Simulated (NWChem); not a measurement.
# GaSiH3F2 (SMILES [F][Ga]([F])[SiH3]) at 3 levels

Aim: a comparison of 3 runs (HF/6-31G*, M06-2X/6-31G*, SVWN5/6-31G*) of GaSiH3F2. 

The calculation is run with NWChem 7.3.0.

1 further run of the same task is left out (set aside as unsound or not needed). Runs told in other sessions of the task aren't counted.

## Step 1: The structure to begin with

GaSiH3F2 has 7 atoms, charge 0, and is taken as a singlet. SMILES: `[F][Ga]([F])[SiH3]`. The coordinates come from a PBE0-D4/def2-TZVP relaxation.

Bond lengths: F1–Ga2 1.750 Å, Ga2–F3 1.749 Å, Ga2–Si4 2.387 Å, Si4–H5 1.483 Å, Si4–H6 1.483 Å, Si4–H7 1.484 Å. Angles: F1–Ga2–F3 110.4°, F1–Ga2–Si4 124.5°, F3–Ga2–Si4 125.2°, Ga2–Si4–H5 109.3°, Ga2–Si4–H6 108.8°, Ga2–Si4–H7 107.8°, H5–Si4–H6 110.6°, H5–Si4–H7 110.2°, H6–Si4–H7 110.0°.

## Step 2: Energy and gradient at HF/6-31G(d) (spherical functions) (run 1)

File job.nw:

```
start job
title "F2GaH3Si"
memory total 2200 mb

geometry units bohr noautosym nocenter noautoz
F   0.63816051 -3.24447078  3.85882075
Ga  1.41691665 -1.64821913  1.06958499
F   4.35506283 -2.66356897 -0.05536898
Si -1.20205479  1.43978233 -0.92010765
H   0.36131564  3.01241242 -2.63219952
H  -2.39541684  3.02280591  1.06108122
H  -3.17379503  0.08144720 -2.38181081
end

basis spherical bse
* library 6-31G*
end

scf
nopen 0
rhf
thresh 1e-08
maxiter 80
print medium
end

task scf gradient
```

The run is started by

```
nwchem job.nw > job.out
```

The log of the run:

```text
[...]
  functions       =    84
[...]
  wavefunction    = RHF
[...]
         Total SCF energy =  -2412.589745761247
      One-electron energy =  -4072.166483026667
      Two-electron energy =   1305.739954917562
 Nuclear repulsion energy =    353.836782347859
        Time for solution =     21.5s
[...]
                         RHF ENERGY GRADIENTS
    atom               coordinates                        gradient
                 x          y          z           x          y          z
   1 F       0.638161  -3.244471   3.858821   -0.001984  -0.003981   0.007009
   2 Ga      1.416917  -1.648219   1.069585   -0.010518   0.012374  -0.008044
   3 F       4.355063  -2.663569  -0.055369    0.007325  -0.002495  -0.002845
   4 Si     -1.202055   1.439782  -0.920108    0.006232  -0.006753   0.004563
   5 H       0.361316   3.012412  -2.632200    0.003026   0.001869  -0.002459
   6 H      -2.395417   3.022806   1.061081   -0.001516   0.001830   0.003611
   7 H      -3.173795   0.081447  -2.381811   -0.002564  -0.002844  -0.001835
[...]
```

Run time: 31 s. Hardware: 1 thread of Intel Xeon Platinum 8488C (Sapphire Rapids), shared host; peak memory 0.1 GiB.

## Step 3: Energy and forces at M06-2X/6-31G(d) (spherical functions) (run 2)

File f2gah3si.nw:

```
start f2gah3si
memory total 2200 mb
geometry units angstrom noautosym nocenter noautoz
F     0.337700   -1.716900    2.042000
Ga    0.749800   -0.872200    0.566000
F     2.304600   -1.409500   -0.029300
Si   -0.636100    0.761900   -0.486900
H     0.191200    1.594100   -1.392900
H    -1.267600    1.599600    0.561500
H    -1.679500    0.043100   -1.260400
end
basis "ao basis" spherical bse
* library 6-31G*
end
dft
xc m06-2x
grid xfine
convergence energy 1e-08
iterations 100
mulliken
noprint "final vectors analysis"
end
task dft gradient
```

The run is started by

```
nwchem f2gah3si.nw > f2gah3si.out
```

The log of the run:

```text
[...]
          Wavefunction type:  closed shell.
          No. of atoms     :     7
          No. of electrons :    66
[...]
          Charge           :     0
          Spin multiplicity:     1
[...]
          AO basis - number of functions:    84
[...]
              XC Information
              --------------
                       M06-2X Method XC Functional
                     Hartree-Fock (Exact) Exchange  0.540
                        M06-2X Exchange Functional  1.000
                      M06-2X Correlation Potential  1.000
[...]
 d= 0,ls=0.0,diis     1  -2415.3742906964 -2.77D+03  1.91D-02  1.06D+00     3.8
[...]
 d= 0,ls=0.0,diis    10  -2415.5086237223 -3.47D-09  7.55D-07  3.12D-09    31.2
         Total DFT energy =    -2415.508623722268
      One electron energy =    -4072.159089342460
           Coulomb energy =     1420.905059271692
    Exchange-Corr. energy =     -118.091401597826
 Nuclear repulsion energy =      353.836807946327
[...]
      Total Density - Mulliken Population Analysis
     ---------------------------------------------
    Atom       Charge   Shell Charges
 -----------   ------   -------------------------------------------------------
    1 F    9     9.48   2.00  0.92  3.27  1.06  2.22  0.01
    2 Ga  31    30.15   2.00  2.00  6.00  2.00  6.00  0.95  0.95 -0.00  0.09  6.88  2.92  0.37
    3 F    9     9.48   2.00  0.92  3.27  1.06  2.22  0.01
    4 Si  14    13.77   2.00  2.00  5.97  0.99  1.99  0.27  0.44  0.12
    5 H    1     1.04   0.49  0.54
    6 H    1     1.04   0.49  0.54
    7 H    1     1.04   0.49  0.55
[...]
  wavefunction    = closed shell
                         DFT ENERGY GRADIENTS
    atom               coordinates                        gradient
                 x          y          z           x          y          z
   1 F       0.638160  -3.244471   3.858820    0.000145   0.000622  -0.000958
   2 Ga      1.416917  -1.648219   1.069585   -0.001207   0.001341  -0.000952
   3 F       4.355063  -2.663569  -0.055369   -0.001094   0.000458   0.000300
   4 Si     -1.202055   1.439782  -0.920108    0.002163  -0.002314   0.001575
   5 H       0.361316   3.012412  -2.632199    0.001147   0.000546  -0.000751
   6 H      -2.395417   3.022806   1.061081   -0.000387   0.000542   0.001351
   7 H      -3.173795   0.081447  -2.381811   -0.000766  -0.001195  -0.000564
[...]
```

Run time: 44 s. Hardware: 1 thread of Intel Xeon Platinum 8488C (Sapphire Rapids), shared host; peak memory 0.14 GiB.

## Step 4: Energy and forces at SVWN5/6-31G(d) (spherical functions) (run 3)

File work.nw:

```
echo
start work
memory 2200 mb

geometry noautosym nocenter noautoz
  F     0.337700   -1.716900    2.042000
  Ga    0.749800   -0.872200    0.566000
  F     2.304600   -1.409500   -0.029300
  Si   -0.636100    0.761900   -0.486900
  H     0.191200    1.594100   -1.392900
  H    -1.267600    1.599600    0.561500
  H    -1.679500    0.043100   -1.260400
end

basis spherical bse
  * library 6-31G*
end

dft
  xc slater vwn_5
  grid xfine
  convergence energy 1e-08
  maxiter 100
  mulliken
end

task dft gradient
```

The run is started by

```
nwchem work.nw > work.out
```

The log of the run:

```text
[...]
          Wavefunction type:  closed shell.
          No. of atoms     :     7
          No. of electrons :    66
[...]
          Charge           :     0
          Spin multiplicity:     1
[...]
          AO basis - number of functions:    84
[...]
              XC Information
              --------------
                        Slater Exchange Functional  1.000 local
                      VWN V Correlation Functional  1.000 local
[...]
 d= 0,ls=0.0,diis     1  -2409.9599725525 -2.76D+03  4.55D-02  1.61D+00     2.4
[...]
 d= 0,ls=0.0,diis    11  -2410.1440174383 -5.29D-09  7.49D-07  4.18D-09    16.7
         Total DFT energy =    -2410.144017438344
      One electron energy =    -4070.477607722337
           Coulomb energy =     1418.973373597461
    Exchange-Corr. energy =     -112.476591259794
 Nuclear repulsion energy =      353.836807946327
[...]
      Total Density - Mulliken Population Analysis
     ---------------------------------------------
    Atom       Charge   Shell Charges
 -----------   ------   -------------------------------------------------------
    1 F    9     9.34   2.00  0.92  3.27  1.05  2.10  0.01
    2 Ga  31    30.51   2.00  2.00  6.00  2.00  5.99  1.16  1.09 -0.03  0.13  6.79  2.93  0.44
    3 F    9     9.34   2.00  0.92  3.27  1.05  2.10  0.01
    4 Si  14    13.86   2.00  2.00  5.95  1.05  2.03  0.25  0.49  0.10
    5 H    1     0.98   0.47  0.51
    6 H    1     0.98   0.47  0.51
    7 H    1     0.98   0.47  0.51
[...]
  wavefunction    = closed shell
                         DFT ENERGY GRADIENTS
    atom               coordinates                        gradient
                 x          y          z           x          y          z
   1 F       0.638160  -3.244471   3.858820   -0.001506  -0.001998   0.003942
   2 Ga      1.416917  -1.648219   1.069585    0.000224  -0.000108   0.000095
   3 F       4.355063  -2.663569  -0.055369    0.004039  -0.001101  -0.001946
   4 Si     -1.202055   1.439782  -0.920108   -0.005190   0.005803  -0.003874
   5 H       0.361316   3.012412  -2.632199   -0.002928  -0.002602   0.002975
   6 H      -2.395417   3.022806   1.061081    0.002016  -0.002585  -0.003635
   7 H      -3.173795   0.081447  -2.381811    0.003345   0.002591   0.002442
[...]
```

Run time: 26 s. Hardware: 1 thread of Intel Xeon Platinum 8488C (Sapphire Rapids), shared host; peak memory 0.14 GiB.

## Step 5: Overview of the runs

| run | level | iteration cap | module | energy (Eh) | dipole moment (D) | HOMO energy (eV) | LUMO energy (eV) | wall time |
| --- | --- | --- | --- | --- | --- | --- | --- | --- |
| 1 | HF/6-31G* (spherical functions) | 80 | scf | -2412.589746 | 3.66 | -11.85 | 1.19 | 31 s |
| 2 | M06-2X/6-31G* (spherical functions) | 100 | dft | -2415.508624 | 3.45 | – | – | 44 s |
| 3 | SVWN5/6-31G* (spherical functions) | 100 | dft | -2410.144017 | 3.46 | -7.76 | -2.48 | 26 s |

## Step 6: Summary of results

| quantity | value |
| --- | --- |
| run 3: total energy | -2410.14402 Eh |
| run 3: dipole moment | 3.46 D |
| run 3: HOMO energy | -7.76 eV |
| run 3: LUMO energy | -2.48 eV |
| run 3: HOMO–LUMO gap | 5.28 eV |
| run 3: largest force on an atom | 0.447 eV/Å |

The dipole moment (its size) runs from 3.45 D (M06-2X/6-31G*) to 3.66 D (HF/6-31G*). Totals of different functionals can't be ranked against each other. All runs together took 1.7 min, the longest 44 s.
